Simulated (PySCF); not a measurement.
# CH7GeNOSi: the cost of one run

Computed with PySCF 2.14.0, with density-fitted response routines of our own, on a single molecule in the gas phase. Atoms count from 0, in the outputs and in this text.

## 1. Starting geometry

12 atoms, charge 0, multiplicity 1; geometry from: GFN2-xTB. The atoms were then displaced at random by about 0.01 Å, so the start is not that level's minimum.

Bonds of the start (Å): O0–C1 1.22, C1–N2 1.34, N2–Si3 1.82, Si3–Ge4 2.29, C1–H5 1.11, N2–H6 0.98, Si3–H7 1.47, Si3–H8 1.47, Ge4–H9 1.51, Ge4–H10 1.49, Ge4–H11 1.52.

## 2. Geometry optimisation at PBE0-D3(BJ)/def2-SVP

Job settings and geometry (Å):

```
{"job": {"xc": "PBE0", "basis": "def2-SVP", "d3": "d3bj", "grid": 1, "shake": 0.01, "kind": "geom"}, "charge": 0, "multiplicity": 1}
O     -0.771180     1.358950     0.840580
C     -1.654990     0.651720     0.391140
N     -1.433680    -0.470980    -0.298640
Si     0.262630    -1.027480    -0.632500
Ge     1.683510     0.505940     0.302800
H     -2.724500     0.894890     0.532600
H     -2.208040    -0.988930    -0.602660
H      0.252390    -1.138840    -2.097500
H      0.231060    -2.377910    -0.041100
H      1.643170     0.628880     1.807800
H      1.643340     1.882180    -0.256910
H      3.115980     0.053320     0.045380
```

On the command line:

```
OMP_NUM_THREADS=1 python probes_run.py task.json out
```

This one command runs all jobs of the session in turn.

Q: Estimate the wall time and peak memory of this first job on 1 thread of Arm Neoverse N1, shared host.

About 1.8 min, with a peak of 0.53 GiB.
